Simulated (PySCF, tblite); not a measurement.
# C₆H₁₂P₂S: geometry, infrared bands and NMR shifts

Aim: predict the infrared bands and NMR shifts of C₆H₁₂P₂S (`C#CC[P@@](C)(=S)CCP`).

Programs: tblite 0.8.0 and PySCF 2.14.0, with density-fitted response routines of our own. Each step states its level of theory. These are calculated values for one molecule in the gas phase, unless marked as measured. Atoms are numbered from 0 throughout.

### 1 The molecule as given

21 atoms, charge 0, multiplicity 1; geometry from: force field or distance geometry start.

Bonds of the start (Å): C0–C1 1.19, C1–C2 1.49, C2–P3 1.81, P3–C4 1.81, P3–S5 1.71, P3–C6 1.80, C6–C7 1.51, C7–P8 1.83, C0–H9 1.08, C2–H10 1.11, C2–H11 1.11, C4–H12 1.12, C4–H13 1.11, C4–H14 1.13, C6–H15 1.12, C6–H16 1.12, C7–H17 1.11, C7–H18 1.13, P8–H19 1.44, P8–H20 1.43.

### 2 Relaxing the molecule with GFN2-xTB

What the job is given:

```
{"job": {"kind": "relax", "xc": "GFN2-xTB", "basis": "xTB"}, "charge": 0, "multiplicity": 1}
C     -3.874200     0.266000     0.322500
C     -2.752500     0.408300     0.697200
C     -1.354900     0.543800     1.189800
P     -0.204600     0.353900    -0.200900
C     -1.195500    -0.255000    -1.594200
S      0.549200     1.848900    -0.568500
C      0.962900    -0.935000     0.255000
C      2.373000    -0.685300    -0.238300
P      2.941200     0.894500     0.491500
H     -4.897400     0.136400    -0.007100
H     -1.136200    -0.264100     1.918100
H     -1.240200     1.518500     1.701800
H     -1.888700    -1.017300    -1.149800
H     -0.485500    -0.676500    -2.329800
H     -1.836100     0.575900    -2.020400
H      0.544700    -1.896600    -0.130600
H      1.025100    -1.055000     1.363900
H      2.359000    -0.722500    -1.346300
H      2.973800    -1.546900     0.170200
H      3.384000     0.824200     1.856300
H      3.744200     1.700500    -0.380600
```

Started as:

```sh
OMP_NUM_THREADS=1 python probes_run.py task.json out
```

One launch serves the whole session: the jobs run in the order shown.

**Question.** This job is followed by: GFN2-xTB harmonic vibrations, gas phase; GIAO PBE0/pcSseg-1 NMR shielding, non-relativistic, gas phase. Predict these results of the whole session: strongest single infrared mode (GFN2-xTB); zero-point energy (GFN2-xTB); ¹³C shifts against TMS (PBE0/pcSseg-1); ¹H shifts against TMS (PBE0/pcSseg-1, means over atoms taken as alike); ³¹P shifts against H3PO4 (PBE0/pcSseg-1); ³³S shifts against CS2 (PBE0/pcSseg-1).

**Answer**, as computed:

| quantity | value |
| --- | --- |
| strongest single infrared mode (GFN2-xTB) | 2352 cm⁻¹, 170 km/mol |
| zero-point energy (GFN2-xTB) | 98.5 kcal/mol |
| ¹³C shifts against TMS (PBE0/pcSseg-1) | 80.4, 80.3, 36.8, 32.2, 24.9, 12.3 ppm |
| ¹H shifts against TMS (PBE0/pcSseg-1, means over atoms taken as alike) | 3.25, 3.15, 3.09, 2.45, 1.88, 1.67, 1.61, 1.48, 1.41 ppm |
| ³¹P shifts against H3PO4 (PBE0/pcSseg-1) | 24.7, -191.5 ppm |
| ³³S shifts against CS2 (PBE0/pcSseg-1) | -268 ppm |

What this shows: Over 171 steps the energy fell by 3.783 eV; of the close pairs, P3–S5 changed most, 1.714 to 1.937 Å. No mode is imaginary among the 57: a minimum at this level. The strongest single mode, at 2352 cm⁻¹, moves mainly H19 and H20. GFN2-xTB is a fitted tight-binding method: band positions and strengths are rough. Its intensities can rank the bands wrongly. At PBE0/pcSseg-1: Shielding is most anisotropic at C1 (span 279 ppm, paramagnetic term -153 ppm).
